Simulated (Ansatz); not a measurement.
# InGe3O3: the cost of one run

Computed with Ansatz 0.2.0 (DFT PBE, scalar-relativistic, plane waves, PAW, unless a step names another level, unless a step's input says otherwise).

4 further runs of the same task are left out: 4 that didn't finish.

## (1) The structure to begin with

The structure is monoclinic, space group Cm (No. 8). Conventional cell: a = 5.876 Å, b = 8.022 Å, c = 6.068 Å, α = 90.00°, β = 113.43°, γ = 90.00°. Around In (site symmetry m) lie 1 O at 2.38 Å. Ge (site symmetry m) is surrounded by 2 O at 1.98 Å. Ge (site symmetry 1) has 3 O at 1.88 to 2.02 Å as nearest neighbours. O (site symmetry 1) has 3 Ge at 1.98 to 2.02 Å as nearest neighbours. O (site symmetry m) is surrounded by 2 Ge at 1.88 Å and 1 In at 2.38 Å.

Coordinates:

```
In Ge O
1.0
     2.93474   -4.01101    0.13634
     2.93474    4.01101    0.13634
    -2.66835    0.00000    5.44952
In Ge O
1 3 3
Direct
  0.97931 0.97931 0.06991
  0.50438 0.50438 0.12952
  0.77425 0.18562 0.58193
  0.18562 0.77425 0.58193
  0.80590 0.43037 0.36031
  0.43037 0.80590 0.36031
  0.06642 0.06642 0.48821
```

It came out lowest among 24 distinct ends of the trial cells. At a tolerance of 0.05 Å it has space group Cm (No. 8).

## (2) Tight relaxation for the response runs, on the response runs' mesh and smearing

Contents of input.yaml:

```yaml
crystal:
  lattice:
    - [2.9347438022, -4.0110118488, 0.1363372589]
    - [2.9347438022, 4.0110118488, 0.1363372589]
    - [-2.668352194, 0.0, 5.4495244061]
  atoms:
    - { symbol: In, position: [0.9793058212, 0.9793058212, 0.0699148677] }
    - { symbol: Ge, position: [0.5043769555, 0.5043769555, 0.1295187085] }
    - { symbol: Ge, position: [0.7742503606, 0.1856198886, 0.5819257558] }
    - { symbol: Ge, position: [0.1856198886, 0.7742503606, 0.5819257558] }
    - { symbol: O, position: [0.8059042875, 0.4303701296, 0.3603063072] }
    - { symbol: O, position: [0.4303701296, 0.8059042875, 0.3603063072] }
    - { symbol: O, position: [0.066420577, 0.066420577, 0.4882103677] }
basis:
  ecutwfc: 420
kpoints:
  mp_grid: { grid: [8, 8, 6] }
hamiltonian:
  xc: pbe
scf:
  occupations: { method: gaussian, width: 0.1 }
output:
  forces: true
  stress: true
  eigenvalues: true
  write_density: true
  write_potential: true
  elf: true
  volumetric_format: npy
relax:
  adjacent_minimum: "off"
  f_tol: 0.001
  max_steps: 60
  cell: { stress_tol: 0.01 }
```

On the command line:

```bash
$ ansatz run input.yaml --threads 3 --pin off --max-ram 7680MiB --backend cpu --events-out ev --progress --plain --runs-dir out
```

**Question.** How long does this run take on 3 threads of Intel Xeon 6975P-C (Granite Rapids), shared host, and how much memory does it need?

About 76 s, with a peak of 0.82 GiB.
